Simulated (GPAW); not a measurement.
Runs of GPAW 26.7.0 on As2Se. Symmetry: I4_1/amd, No. 141, tetragonal system. Conventional cell: a = 7.059 Å, b = 7.059 Å, c = 5.307 Å, α = 90.00°, β = 90.00°, γ = 90.00°. Se (site symmetry -4m2) is surrounded by 4 As at 2.66 Å. As (site symmetry 2/m) is surrounded by 2 Se at 2.66 Å and 4 As at 2.83 Å. The cell comes from a database or a generator and needn't be the stable form of this composition.

```tsv
task	level	potentials or basis	cell	k mesh	cutoff (eV)	maxiter	convergence	optimizer	fmax	max steps	gap on the mesh (eV)	pressure (GPa)	relaxed volume (Å³/atom)
single point	PBE	GPAW PAW data sets (gpaw-data 1.2.1), pw	as given	5 × 5 × 5	450	120	default	-	-	-	none	0.2	-
relaxation of cell and atoms	PBEsol	PAW data sets generated in the run's folder for this functional, pw	relaxed	5 × 5 × 5	600	150	density=1e-05 forces=0.0001	BFGS	0.02 eV/Å	60	none	0.0	21.08
band structure	LDA	the program's PAW data sets (release 1.2.1) made for this functional, pw	as given	5 × 5 × 5	600	150	-	-	-	-	-	-4.6	-
relaxation of cell and atoms	PBEsol+D4	PAW data sets generated in the run's folder for this functional, pw	relaxed	5 × 5 × 5	600	150	density=1e-05 forces=0.0001	BFGS	0.02 eV/Å	60	none	-0.1	20.58
relaxation of cell and atoms	PBEsol+D3(BJ)+ATM	PAW data sets generated in the run's folder for this functional, pw	relaxed	5 × 5 × 5	600	150	density=1e-05 forces=0.0001	BFGS	0.02 eV/Å	60	none	-0.1	(a)
single point	PBEsol	PAW data sets generated in the run's folder for this functional, pw	as given	6 × 6 × 6	600	150	-	-	-	-	none	-3.6	-
relaxation of cell and atoms	PBEsol+D3	PAW data sets generated in the run's folder for this functional, pw	relaxed	5 × 5 × 5	600	150	density=1e-05 forces=0.0001	BFGS	0.02 eV/Å	60	none	0.0	20.73
band structure	PBE	GPAW PAW data sets (gpaw-data 1.2.1), pw	as given	5 × 5 × 5	600	150	-	-	-	-	-	0.2	-
relaxation of cell and atoms	PBEsol+D3(BJ)	PAW data sets generated in the run's folder for this functional, pw	relaxed	5 × 5 × 5	600	150	density=1e-05 forces=0.0001	BFGS	0.02 eV/Å	60	none	0.0	20.28
single point	LDA	the program's PAW data sets (release 1.2.1) made for this functional, pw	as given	5 × 5 × 5	450	120	default	-	-	-	none	-4.6	-
band structure	r2SCAN	GPAW PAW data sets (gpaw-data 1.2.1), pw	as given	5 × 5 × 5	600	150	-	-	-	-	-	(b)	-
```

Alike in all rows: no spin polarisation; smearing fermi-dirac 0.05 eV.

**Question.** Estimate the missing entries.

**Answer.** (a) 20.39; (b) -1.4.

Caveats: later steps reuse the first step's grids (some runs); pairwise dispersion overbinds metals, which lowers pressure and volume (some runs); the cutoff is short for stress and forces, so pressures can be off by a GPa or more (some runs); the PAW data sets were made with another functional, which shifts forces and pressure a little (some runs).

A k mesh can miss the band edges, and the runs leave out spin-orbit coupling on As, Se.

A gap of «none» marks a metal or a gap under the smearing width.

Not every run made on this cell is shown here.
